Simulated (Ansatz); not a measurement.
# BaCaHfZrO6: the cost of one run

Method: DFT PBEsol, scalar-relativistic, plane waves, PAW, in Ansatz 0.2.0.

### 1 The structure to begin with

It takes space group F-43m (No. 216, cubic). Conventional cell: a = 8.368 Å, b = 8.368 Å, c = 8.368 Å, α = 90.00°, β = 90.00°, γ = 90.00°. Ba (site symmetry -43m) is surrounded by 12 O at 2.96 Å. Ca (site symmetry -43m) is surrounded by 12 O at 2.96 Å. Zr (site symmetry -43m) has 6 O at 2.11 Å as nearest neighbours. Around Hf (site symmetry -43m) lie 6 O at 2.08 Å. O (site symmetry 2mm) is surrounded by 1 Hf at 2.08 Å and 1 Zr at 2.11 Å and 2 Ba at 2.96 Å and 2 Ca at 2.96 Å.

Structure file:

```xyz
10
Lattice="0.0000 4.1841 4.1841 4.1841 0.0000 4.1841 4.1841 4.1841 0.0000" Properties=species:S:1:pos:R:3 pbc="T T T"
Ba    2.0920    2.0920    2.0920
Ca    6.2761    6.2761    6.2761
Zr    4.1841    4.1841    4.1841
Hf    0.0000    0.0000    0.0000
O     2.0768    4.1841    4.1841
O     6.2914    4.1841    4.1841
O     4.1841    4.1841    6.2914
O     4.1841    4.1841    2.0768
O     4.1841    2.0768    4.1841
O     4.1841    6.2914    4.1841
```

The structure comes from the Materials Project (structure only).

(A quick probe on a coarse mesh, which set the mesh and smearing, is not shown.)

### 3 Relaxing cell and atoms

File input.yaml:

```yaml
crystal:
  lattice:
    - [0.0, 4.18405993, 4.18405993]
    - [4.18405993, 0.0, 4.18405993]
    - [4.18405993, 4.18405993, 0.0]
  atoms:
    - { symbol: Ba, position: [0.25, 0.25, 0.25] }
    - { symbol: Ca, position: [0.75, 0.75, 0.75] }
    - { symbol: Zr, position: [0.5, 0.5, 0.5] }
    - { symbol: Hf, position: [0.0, 0.0, 0.0] }
    - { symbol: O, position: [0.75182453, 0.24817547, 0.24817547] }
    - { symbol: O, position: [0.24817547, 0.75182453, 0.75182453] }
    - { symbol: O, position: [0.75182453, 0.75182453, 0.24817547] }
    - { symbol: O, position: [0.24817547, 0.24817547, 0.75182453] }
    - { symbol: O, position: [0.24817547, 0.75182453, 0.24817547] }
    - { symbol: O, position: [0.75182453, 0.24817547, 0.75182453] }
basis:
  ecutwfc: 420
kpoints:
  mp_grid: { grid: [6, 6, 6] }
hamiltonian:
  xc: pbesol
scf:
  occupations: { method: gaussian, width: 0.02 }
output:
  forces: true
  stress: true
  eigenvalues: true
relax:
  adjacent_minimum: "off"
  f_tol: 0.005
  max_steps: 80
  cell: { stress_tol: 0.05 }
```

Command:

```sh
> ansatz run input.yaml --threads 2 --pin off --max-ram 5120MiB --backend cpu --events-out ev --progress --plain --runs-dir out
```

What time and memory should one allow on 2 threads of Intel Xeon Platinum 8488C (Sapphire Rapids), shared host?

About 38 s, with a peak of 0.66 GiB.
